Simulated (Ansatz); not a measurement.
# C₂H₉FGaP: basis-set convergence

How large a basis does C₂H₉FGaP need? Two functionals are run in growing sets.

The runs use Ansatz 0.2.0, Gaussian basis; one geometry, several basis sets.

The runs, in order: PBE0-D4/def2-SVP; ωB97M-V/def2-SVP; PBE0-D4/def2-QZVPP; ωB97M-V/def2-QZVPP; the functionals' def2-TZVPP values are taken from earlier runs.

### Step 1. The relaxed structure

All runs share one geometry, relaxed beforehand with PBE0-D4 in a triple-zeta def2 set.

SMILES `[CH3][Ga-]([CH3])([F])[PH3+]`, 14 atoms, charge 0, spin multiplicity 1.

Atoms are counted from 1 here; the program's logs count them from 0.

Bond lengths: C1–Ga2 1.969 Å, C1–H6 1.093 Å, C1–H7 1.091 Å, C1–H8 1.092 Å, Ga2–C3 1.969 Å, Ga2–F4 1.799 Å, Ga2–P5 2.654 Å, C3–H9 1.091 Å, C3–H10 1.092 Å, C3–H11 1.093 Å, P5–H12 1.412 Å, P5–H13 1.409 Å, P5–H14 1.412 Å. Angles: Ga2–C1–H6 109.9°, Ga2–C1–H7 110.8°, Ga2–C1–H8 111.7°, H6–C1–H7 107.8°, H6–C1–H8 107.7°, H7–C1–H8 108.8°, C1–Ga2–C3 129.7°, C1–Ga2–F4 112.7°, C1–Ga2–P5 101.2°, C3–Ga2–F4 112.7°, C3–Ga2–P5 101.4°, F4–Ga2–P5 87.4°, Ga2–C3–H9 110.7°, Ga2–C3–H10 111.8°, Ga2–C3–H11 109.9°, H9–C3–H10 108.8°, H9–C3–H11 107.8°, H10–C3–H11 107.7° and more.

### Step 2. PBE0-D4 in def2-SVP

in.yaml

```yaml
crystal:
  periodic: [false, false, false]
  atoms:
    - {symbol: C, position_ang: [-1.703029, 1.190755, -0.306050]}
    - {symbol: Ga, position_ang: [0.160357, 0.709206, 0.108381]}
    - {symbol: C, position_ang: [0.988756, 0.267668, 1.838751]}
    - {symbol: F, position_ang: [1.334725, 1.401054, -1.065993]}
    - {symbol: P, position_ang: [0.400852, -1.592749, -1.190932]}
    - {symbol: H, position_ang: [-1.935442, 2.173029, 0.112969]}
    - {symbol: H, position_ang: [-1.858247, 1.242965, -1.385149]}
    - {symbol: H, position_ang: [-2.409919, 0.473256, 0.116897]}
    - {symbol: H, position_ang: [2.013598, -0.080564, 1.698470]}
    - {symbol: H, position_ang: [0.425779, -0.501105, 2.372986]}
    - {symbol: H, position_ang: [1.021619, 1.156964, 2.473198]}
    - {symbol: H, position_ang: [0.972368, -2.744843, -0.607755]}
    - {symbol: H, position_ang: [1.257099, -1.490449, -2.305058]}
    - {symbol: H, position_ang: [-0.681617, -2.234486, -1.831813]}
basis:
  gaussian: {orbitals: def2-SVP}
hamiltonian: {xc: pbe0, dispersion: d4}
output: {orbitals: {seedname: orbitals}}
```

Launch:

```console
ansatz run in.yaml --threads 4 --pin off --events-out ev --progress --plain --max-ram 11315MiB
```

After this run come: ωB97M-V in def2-SVP; PBE0-D4 in def2-QZVPP; ωB97M-V in def2-QZVPP.

**Question.** What will the summary of the whole plan be? Wanted: PBE0-D4: double and triple zeta above quadruple; ωB97M-V: double and triple zeta above quadruple.

**Answer**, as computed:

```
                                       quantity           value
PBE0-D4: double and triple zeta above quadruple  17.59, 1.77 eV
ωB97M-V: double and triple zeta above quadruple  17.77, 1.71 eV
```

In words: PBE0-D4 gains 15.82 eV from double to triple zeta, then 1.77 eV more. These are total energies; as a rule much of such shifts cancels in differences, which this series doesn't test. The LUMO of ωB97M-V is positive and keeps falling with the basis (2.16 to 1.10 eV): an unbound level that the basis holds in place.
